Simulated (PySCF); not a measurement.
# C2H8Si2: a look at the electrons

Aim: take C2H8Si2 and find what binds its two fragments and compute its lowest excited states.

Computed with PySCF 2.14.0. Level: levels as typed in each script, gas phase, geometry from GFN2-xTB.

## 1. The system as given

12 atoms, charge 0, spin multiplicity 1.

Bond lengths: C1–C2 1.194 Å, C1–H3 1.050 Å, C2–H4 1.050 Å, Si5–Si6 2.309 Å, Si5–H7 1.465 Å, Si5–H8 1.466 Å, Si5–H9 1.466 Å, Si6–H10 1.465 Å, Si6–H11 1.468 Å, Si6–H12 1.469 Å. Angles: C2–C1–H3 179.5°, C1–C2–H4 179.7°, Si6–Si5–H7 112.5°, Si6–Si5–H8 112.1°, Si6–Si5–H9 111.9°, H7–Si5–H8 106.5°, H7–Si5–H9 106.9°, H8–Si5–H9 106.5°, Si5–Si6–H10 113.2°, Si5–Si6–H11 112.6°, Si5–Si6–H12 112.4°, H10–Si6–H11 106.5°, H10–Si6–H12 106.0°, H11–Si6–H12 105.6°.

Geometry (Å):

```
atom    x (Å)    y (Å)    z (Å)
  C1  -2.4819  -0.3483   0.1654
  C2  -3.5834   0.0268  -0.1020
  H3  -1.5161  -0.6873   0.3994
  H4  -4.5505   0.3613  -0.3368
 Si5   1.0877   1.2106   0.0049
 Si6   1.4107  -1.0755  -0.0325
  H7   0.0426   1.6452  -0.9254
  H8   0.6890   1.6897   1.3321
  H9   2.3067   1.9414  -0.3537
 H10   2.8139  -1.4564  -0.2078
 H11   0.6628  -1.7324  -1.1110
 H12   0.9665  -1.7242   1.2088
```

## 2. Binding of the two fragments (HF/def2-svpd)

input.py reads:

```python
import numpy as np
from pyscf import gto, scf, dft
from pyscf.scf import atom_ks, atom_hf
from scipy.linalg import block_diag
from pyscf.dispersion import dftd3

def solve(mol, dm0=None, hcore=None):
    mf = scf.UHF(mol) if mol.spin else scf.RHF(mol)
    mf = mf.density_fit(auxbasis='def2-universal-jkfit')
    mf.conv_tol, mf.max_cycle = 1e-8, 80
    if hcore is not None:
        mf.get_hcore = lambda *args: hcore
    mf.kernel(dm0)
    if not mf.converged:
        mf = mf.newton().run(mf.mo_coeff, mf.mo_occ, max_cycle=30)
    assert mf.converged, 'SCF not converged'
    return mf

mol = gto.M(atom='''
C     -2.48194    -0.34826     0.16538
C     -3.58342     0.02683    -0.10199
H     -1.51607    -0.68731     0.39941
H     -4.55051     0.36126    -0.33677
Si     1.08766     1.21058     0.00494
Si     1.41072    -1.07548    -0.03251
H      0.04256     1.64520    -0.92543
H      0.68899     1.68968     1.33215
H      2.30670     1.94141    -0.35365
H      2.81391    -1.45639    -0.20784
H      0.66279    -1.73241    -1.11103
H      0.96653    -1.72419     1.20878
''', basis='def2-svpd', charge=0, spin=0, verbose=4)
mol_a = gto.M(atom='''
C     -2.48194    -0.34826     0.16538
C     -3.58342     0.02683    -0.10199
H     -1.51607    -0.68731     0.39941
H     -4.55051     0.36126    -0.33677
ghost-Si     1.08766     1.21058     0.00494
ghost-Si     1.41072    -1.07548    -0.03251
ghost-H      0.04256     1.64520    -0.92543
ghost-H      0.68899     1.68968     1.33215
ghost-H      2.30670     1.94141    -0.35365
ghost-H      2.81391    -1.45639    -0.20784
ghost-H      0.66279    -1.73241    -1.11103
ghost-H      0.96653    -1.72419     1.20878
''', basis='def2-svpd', charge=0, spin=0, verbose=4)
mol_b = gto.M(atom='''
ghost-C     -2.48194    -0.34826     0.16538
ghost-C     -3.58342     0.02683    -0.10199
ghost-H     -1.51607    -0.68731     0.39941
ghost-H     -4.55051     0.36126    -0.33677
Si     1.08766     1.21058     0.00494
Si     1.41072    -1.07548    -0.03251
H      0.04256     1.64520    -0.92543
H      0.68899     1.68968     1.33215
H      2.30670     1.94141    -0.35365
H      2.81391    -1.45639    -0.20784
H      0.66279    -1.73241    -1.11103
H      0.96653    -1.72419     1.20878
''', basis='def2-svpd', charge=0, spin=0, verbose=4)
ab, a, b = solve(mol), solve(mol_a), solve(mol_b)
e_int = ab.e_tot - a.e_tot - b.e_tot
print('counterpoise-corrected interaction energy / kcal/mol', e_int * 627.5095)
def disp(atoms, charge):
    m = gto.M(atom=atoms, charge=charge, basis='sto-3g', spin=None, unit='Bohr', verbose=0)
    return dftd3.DFTD3Dispersion(m, xc='hf', version='d3bj').get_dispersion()['energy']
e_disp = disp(mol._atom, mol.charge) - disp(mol._atom[:4], mol_a.charge) - disp(mol._atom[4:], mol_b.charge)
print('D3(BJ) part / kcal/mol', e_disp * 627.5095)
# spherically averaged free atoms, for the promolecule
atm = scf.atom_hf.get_atm_nrhf(mol)
pro = block_diag(*[(atm[a[0]][2] * atm[a[0]][3]) @ atm[a[0]][2].T for a in mol._atom])
np.savez('result.npz', e_int=e_int, e_disp=e_disp, dm_a=a.make_rdm1(), dm_b=b.make_rdm1(), c=ab.mo_coeff, occ=ab.mo_occ, eps=ab.mo_energy, pro=pro, d=[f.dip_moment(verbose=0) for f in (ab, a, b)])
```

On the command line:

```sh
$ OMP_NUM_THREADS=1 python input.py
```

## 4. Excited states (wB97X/def2-svp)

input.py reads:

```python
import numpy as np
from pyscf import gto, scf, dft, tdscf
from pyscf.scf import atom_ks, atom_hf
from scipy.linalg import block_diag

def solve(mol, dm0=None, hcore=None):
    mf = (dft.UKS if mol.spin else dft.RKS)(mol, xc='wb97x')
    mf.grids.level = 3
    mf = mf.density_fit(auxbasis='def2-universal-jkfit')
    mf.conv_tol, mf.max_cycle = 1e-8, 80
    if hcore is not None:
        mf.get_hcore = lambda *args: hcore
    mf.kernel(dm0)
    if not mf.converged:
        mf = mf.newton().run(mf.mo_coeff, mf.mo_occ, max_cycle=30)
    assert mf.converged, 'SCF not converged'
    return mf

mol = gto.M(atom='''
C     -2.48194    -0.34826     0.16538
C     -3.58342     0.02683    -0.10199
H     -1.51607    -0.68731     0.39941
H     -4.55051     0.36126    -0.33677
Si     1.08766     1.21058     0.00494
Si     1.41072    -1.07548    -0.03251
H      0.04256     1.64520    -0.92543
H      0.68899     1.68968     1.33215
H      2.30670     1.94141    -0.35365
H      2.81391    -1.45639    -0.20784
H      0.66279    -1.73241    -1.11103
H      0.96653    -1.72419     1.20878
''', basis='def2-svp', charge=0, spin=0, verbose=4)
mf = solve(mol)
td = mf.TDA()
td.nstates, td.singlet, td.conv_tol = 5, True, 1e-5
td.kernel()
td.analyze()
x, y = np.array([p[0] for p in td.xy]), np.array([p[1] + 0 * p[0] for p in td.xy])
f, mu = td.oscillator_strength(), td.transition_dipole()
nto = [td.get_nto(state=i + 1, verbose=4) for i in range(len(td.e))]
# spherically averaged free atoms, for the promolecule
atm = atom_ks.get_atm_nrks(mol, xc='wb97x')
pro = block_diag(*[(atm[a[0]][2] * atm[a[0]][3]) @ atm[a[0]][2].T for a in mol._atom])
np.savez('result.npz', e=td.e, f=f, ok=td.converged, w=[n[0] for n in nto], nto=[n[1] for n in nto], x=x, y=y, c=mf.mo_coeff, occ=mf.mo_occ, eps=mf.mo_energy, pro=pro, mu=mu)
```

(Steps that only read results are left out.)

What does the calculation give? Wanted: interaction energy, counterpoise; lowest singlet excitation.

The runs gave:

```
                                       quantity          value
interaction energy, counterpoise (HF/def2-svpd)  +2.1 kcal/mol
     lowest singlet excitation (wB97X/def2-svp)        6.91 eV
```

What this shows: The counterpoise-corrected interaction energy of the frozen fragments is +2.1 kcal/mol without dispersion correction and −0.6 kcal/mol with D3(BJ). The pair geometry is semi-empirical, not a minimum at this level. All values hold at the given geometry, in the gas phase.
